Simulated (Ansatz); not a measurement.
Born–Oppenheimer molecular dynamics of a periodic cell of 28 atoms, Li$_{2}$Fe$_{3}$SnO$_{8}$ (host Li2Fe3SnO8, host structure P1). It goes on from the last frame of an earlier run, with new velocities.

Level of theory: DFT PBEsol, scalar-relativistic, plane waves, PAW in Ansatz. Settings: cutoff 420 eV, k mesh 2x2x1, fermi-dirac smearing 0.05 eV, spin collinear.

| Property | Result |
| --- | --- |
| ensemble | NVT, Langevin thermostat |
| time step | 1.5 fs |
| steps asked | 90 |
| set temperature | 1170 K |
| friction | 0.01 /fs |
| seed | 140506 |

First frame:

```xyz
28
Lattice="5.9890 0.0000 0.0000 -2.9945 5.1866 0.0000 0.0000 0.0000 9.8483" Properties=species:S:1:pos:R:3
Li 0.025 3.339 8.743
Li -0.055 0.228 9.798
Li 0.087 -0.074 4.979
Li 3.116 1.876 3.967
Fe -1.450 4.363 2.097
Fe -0.084 1.741 2.207
Fe 1.387 4.359 2.158
Fe 1.569 0.892 6.959
Fe 2.960 3.511 7.039
Fe 4.466 0.908 7.167
Sn 0.057 3.438 4.758
Sn 2.977 1.715 9.738
O -1.553 4.471 5.968
O -1.238 2.597 3.196
O 0.038 3.541 1.079
O 0.049 -0.016 3.015
O -0.029 -0.078 7.999
O -0.002 1.562 5.825
O -0.259 4.998 3.259
O 1.507 2.882 3.157
O 1.293 0.872 0.880
O 1.555 4.238 5.827
O 1.607 2.320 8.155
O 3.084 0.200 8.493
O 3.010 1.880 5.900
O 3.087 3.607 0.965
O 4.463 2.527 8.146
O 4.649 0.903 1.090
```

(1) What does the run give?

(2) What happens to the structure?

(3) How do temperature and energy run in time?

Answers

(1) All steps were run.

```yaml
steps_done: 90
time_covered: 135 fs
mean_temperature_over_the_second_half: 1007 K
spread_of_the_potential_energy_over_the_second_half: 10.4 meV per atom
mean_potential_energy_of_the_second_half_above_the_start: 35.2 meV per atom
```

The mean temperature of the second half is 14 % below the set value. A run of 0.14 ps of so small a system gives no equilibrium averages. No Hubbard correction was used and the magnetic state wasn't searched. Limits of this set-up: coarse k mesh.

(2) Mean squared displacements from the first frame to the last, about the centre of mass: Li 0.20 Å², Fe 0.03 Å², Sn 0.02 Å², O 0.11 Å². This is one draw of velocities; another would differ in detail.

(3) 
| time (fs) | T (K) | potential energy less start (eV) |
| --- | --- | --- |
| 0 | 1128 | 0.000 |
| 10.5 | 1159 | -0.199 |
| 21 | 1069 | 0.536 |
| 31.5 | 1006 | 0.361 |
| 42 | 717 | 0.484 |
| 52.5 | 794 | 0.931 |
| 63 | 860 | 0.842 |
| 73.5 | 890 | 0.821 |
| 84 | 954 | 1.326 |
| 94.5 | 808 | 1.481 |
| 105 | 1170 | 0.680 |
| 115.5 | 1065 | 0.780 |
| 126 | 1070 | 0.930 |

The run took 31 min on 2 threads of Intel(R) Xeon(R) Platinum 8488C (Sapphire Rapids), with other jobs on the host, peak memory 1.6 GiB.
